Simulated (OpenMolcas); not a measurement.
# One shape, several levels: SiH3Br (SMILES [SiH3]Br)

We compute a comparison of 6 runs (HF/def2-TZVP, B3LYP/6-31G*, BLYP/def2-TZVP, PBE/def2-TZVP, MP2/def2-TZVP) of SiH3Br. 

The calculation is run with OpenMolcas 26.06.

1 further run of the same task is left out (set aside as unsound or not needed).

**1. Starting point**

SiH3Br: 5 atoms, total charge 0, spin state singlet. SMILES: `[SiH3]Br`. The Si1–H4 distance was set to 1.925 Å, away from the relaxed value.

Bond lengths: Si1–Br2 2.219 Å, Si1–H3 1.481 Å, Si1–H5 1.481 Å. Angles: Br2–Si1–H3 108.4°, Br2–Si1–H5 108.4°, H3–Si1–H5 110.5°. A long bond or contact: Si1–H4 1.925 Å.

**2. A single-point energy at HF/def2-TZVP (run 1)**

struct.xyz

```xyz
5

Si    -0.003994     0.292314     0.304465
Br     1.996446    -0.468916     0.890935
H     -0.921124     0.131044     1.455535
H     -0.625550    -0.731350    -1.202270
H      0.127916     1.721774    -0.057925
```

job.input

```
* BrH3Si Hartree-Fock
>>> EXPORT MOLCAS_PRINT=2
&GATEWAY
BASLIB
$CurrDir
COORD
struct.xyz
BASIS
def2-TZVP
GROUP
NoSym
&SEWARD
&SCF
THRESHOLDS
1e-10 1e-07 1e-07 1e-05
PRORBITALS
1 1
```

The basis set def2-TZVP is read from a file made from the Basis Set Exchange's data (not shown).

Command:

```sh
$ export MOLCAS_MEM=1860
$ pymolcas job.input > job.log
```

The log of the run:

```text
--- Start Module: gateway ---
[...]
--- Stop Module: gateway /rc=_RC_ALL_IS_WELL_ ---
--- Start Module: seward ---
[...]
      Basis functions          103
--- Stop Module: seward /rc=_RC_ALL_IS_WELL_ ---
[...]
--- Start Module: scf ---
[...]
       Convergence after  13 Iterations
[...]
::    Total SCF energy                              -2863.1060335097
[...]
      Total spin, S                                     0.0000000000
[...]
      Total electronic charge=   52.000000
      Total            charge=   -0.000000
[...]
      Dipole Moment (debye):
      Origin of the operator (angstrom)=    1.4194   -0.2520    0.7189
                   X= -9.8676E-01               Y=  8.5749E-01               Z=  2.1731E-01           Total=  1.3252E+00
      Quadrupole Moment (debye*angstrom):
[...]
--- Stop Module: scf /rc=_RC_ALL_IS_WELL_ ---
[...]
```

It took 11 s on 1 thread of Arm Neoverse V1, shared host; peak memory 0.58 GiB.

**3. A single-point energy at B3LYP/6-31G(d) (spherical functions) (run 2)**

test.input

```
* BrH3Si Kohn-Sham DFT
&gateway
baslib
$CurrDir
coord
5
bohr
Si    -0.00754757     0.55239340     0.57535546
Br     3.77273616    -0.88612282     1.68362314
H     -1.74067209     0.24763727     2.75056251
H     -1.18211818    -1.38205120    -2.27196103
H      0.24172621     3.25368131    -0.10946239
basis
6-31Gs
group
NoSym
&seward
gridinput
Grid=UltraFine
End of Grid
&scf
ksdft
B3LYP
thresholds
1e-10 1e-07 1e-07 1e-05
prorbitals
1 1
```

The basis set 6-31G* is read from a file made from the Basis Set Exchange's data (not shown).

Command:

```sh
$ export MOLCAS_MEM=1860
$ pymolcas test.input > test.log
```

The log of the run:

```text
--- Start Module: gateway ---
[...]
--- Stop Module: gateway /rc=_RC_ALL_IS_WELL_ ---
--- Start Module: seward ---
[...]
      Basis functions           56
--- Stop Module: seward /rc=_RC_ALL_IS_WELL_ ---
[...]
--- Start Module: scf ---
[...]
       Convergence after  12 Iterations
[...]
::    Total KS-DFT energy                           -2865.1679996892
[...]
      Total spin, S                                     0.0000000000
[...]
      Total electronic charge=   52.000000
      Total            charge=   -0.000000
[...]
      Dipole Moment (debye):
      Origin of the operator (angstrom)=    1.4194   -0.2520    0.7189
                   X= -1.1230E+00               Y=  8.7803E-01               Z=  1.4444E-01           Total=  1.4328E+00
      Quadrupole Moment (debye*angstrom):
[...]
--- Stop Module: scf /rc=_RC_ALL_IS_WELL_ ---
[...]
```

Run time: 8.7 s. Hardware: 1 thread of Arm Neoverse V1, shared host; peak memory 0.39 GiB.

**4. The energy at B3LYP/6-31G(d) (Cartesian functions) (run 3)**

calc.input

```
* BrH3Si Kohn-Sham DFT
>>> EXPORT MOLCAS_PRINT=2
&GATEWAY
BasLib=$CurrDir
Coord
5
bohr
Si    -0.00754757     0.55239340     0.57535546
Br     3.77273616    -0.88612282     1.68362314
H     -1.74067209     0.24763727     2.75056251
H     -1.18211818    -1.38205120    -2.27196103
H      0.24172621     3.25368131    -0.10946239
Basis=6-31Gs
Group=NoSym
&SEWARD
GridInput
Grid=UltraFine
End of Grid
&SCF
KSDFT=B3LYP
Thresholds=1e-10 1e-07 1e-07 1e-05
PrOrbitals=1 2
```

The basis set 6-31G* is read from a file made from the Basis Set Exchange's data (not shown).

Command:

```sh
$ export MOLCAS_MEM=1860
$ pymolcas calc.input > calc.log
```

The log of the run:

```text
--- Start Module: gateway ---
[...]
--- Stop Module: gateway /rc=_RC_ALL_IS_WELL_ ---
--- Start Module: seward ---
[...]
      Basis functions           60
--- Stop Module: seward /rc=_RC_ALL_IS_WELL_ ---
[...]
--- Start Module: scf ---
[...]
       Convergence after  14 Iterations
[...]
::    Total KS-DFT energy                           -2865.1782510692
[...]
      Total spin, S                                     0.0000000000
[...]
      Total electronic charge=   52.000000
      Total            charge=   -0.000000
[...]
      Dipole Moment (debye):
      Origin of the operator (angstrom)=    1.4194   -0.2520    0.7189
                   X= -1.1156E+00               Y=  8.7482E-01               Z=  1.4621E-01           Total=  1.4252E+00
      Quadrupole Moment (debye*angstrom):
[...]
--- Stop Module: scf /rc=_RC_ALL_IS_WELL_ ---
[...]
```

Wall time 10 s (1 thread of Arm Neoverse V1, shared host); peak memory 0.4 GiB.

Runs 4 to 5 aren't shown in full; the table further down has their settings and results.

**5. The energy at MP2/def2-TZVP (run 6)**

geom.xyz

```xyz
5

Si    -0.003994     0.292314     0.304465
Br     1.996446    -0.468916     0.890935
H     -0.921124     0.131044     1.455535
H     -0.625550    -0.731350    -1.202270
H      0.127916     1.721774    -0.057925
```

mol.inp

```
* BrH3Si MP2
>>> EXPORT MOLCAS_PRINT=2
&GATEWAY
BasLib = $CurrDir
Coord = geom.xyz
Basis = def2-TZVP
Group = NoSym
&SEWARD
&SCF
Thresholds = 1e-10 1e-07 1e-07 1e-05
PrOrbitals = 0
&MBPT2
Frozen = 14
```

The basis set def2-TZVP is read from a file made from the Basis Set Exchange's data (not shown).

Command:

```sh
$ export MOLCAS_MEM=1860
$ pymolcas mol.inp > mol.log
```

The log of the run:

```text
--- Start Module: gateway ---
[...]
--- Stop Module: gateway /rc=_RC_ALL_IS_WELL_ ---
[...]
      Basis functions          103
[...]
--- Start Module: scf ---
[...]
       Convergence after  13 Iterations
[...]
::    Total SCF energy                              -2863.1060335097
[...]
      Total spin, S                                     0.0000000000
[...]
      Total electronic charge=   52.000000
      Total            charge=   -0.000000
[...]
      Dipole Moment (debye):
      Origin of the operator (angstrom)=    1.4194   -0.2520    0.7189
                   X= -9.8676E-01               Y=  8.5749E-01               Z=  2.1731E-01           Total=  1.3252E+00
      Quadrupole Moment (debye*angstrom):
[...]
--- Stop Module: scf /rc=_RC_ALL_IS_WELL_ ---
[...]
--- Start Module: mbpt2 ---
[...]
WARNING!
Default frozen orbitals as non valence orbitals is overwritten by user input.
Default values:  16
[...]
       Reference weight ( Cref**2 )         =        0.88240
::    Total MBPT2 energy                            -2863.5039709356
[...]
      Total MBPT2 calculations                           0.43      0.55
--- Stop Module: mbpt2 /rc=_RC_ALL_IS_WELL_ ---
[...]
```

Wall time 12 s (1 thread of Arm Neoverse V1, shared host); peak memory 0.58 GiB.

**6. Overview of the runs**

| run | level | integration grid | Cartesian functions | energy (Eh) | dipole moment (D) of the reference | HOMO energy (eV) | LUMO energy (eV) | wall time |
| --- | --- | --- | --- | --- | --- | --- | --- | --- |
| 1 | HF/def2-TZVP | – | no | -2863.106034 | 1.33 | -11.08 | 2.58 | 11 s |
| 2 | B3LYP/6-31G* (spherical functions) | UltraFine | no | -2865.168000 | 1.43 | -8.00 | -0.79 | 8.7 s |
| 3 | B3LYP/6-31G* (Cartesian functions) | UltraFine | yes | -2865.178251 | 1.43 | -8.00 | -0.79 | 10 s |
| 4 | BLYP/def2-TZVP | UltraFine | no | -2865.475852 | 1.03 | -6.95 | -1.56 | 27 s |
| 5 | PBE/def2-TZVP | UltraFine | no | -2864.915220 | 1.02 | -7.09 | -1.63 | 23 s |
| 6 | MP2/def2-TZVP | – | no | -2863.503971 | 1.33 | -11.08 | 2.58 | 12 s |

**7. What came out**

| quantity | value |
| --- | --- |
| run 6: total energy | -2863.50397 Eh |
| run 6: dipole moment (mean-field density) | 1.33 D |
| run 6: HOMO energy (Hartree–Fock orbitals) | -11.08 eV |
| run 6: LUMO energy (Hartree–Fock orbitals) | 2.58 eV |
| run 6: HOMO–LUMO gap (Hartree–Fock orbitals) | 13.66 eV |
| run 6: correlation energy (14 core orbitals frozen) | -397.9 mEh |

Over runs 1, 2, 3, 4, 5 the dipole moment (its size) runs from 1.02 D (PBE/def2-TZVP) to 1.43 D (B3LYP/6-31G*). The two ends differ in method and basis. Over runs 1, 2, 3, 4, 5 the HOMO–LUMO gap runs from 5.38 eV (BLYP/def2-TZVP) to 13.66 eV (HF/def2-TZVP). Exact exchange widens orbital gaps. Totals of different functionals can't be ranked against each other. All runs together took 92 s, the longest 27 s.
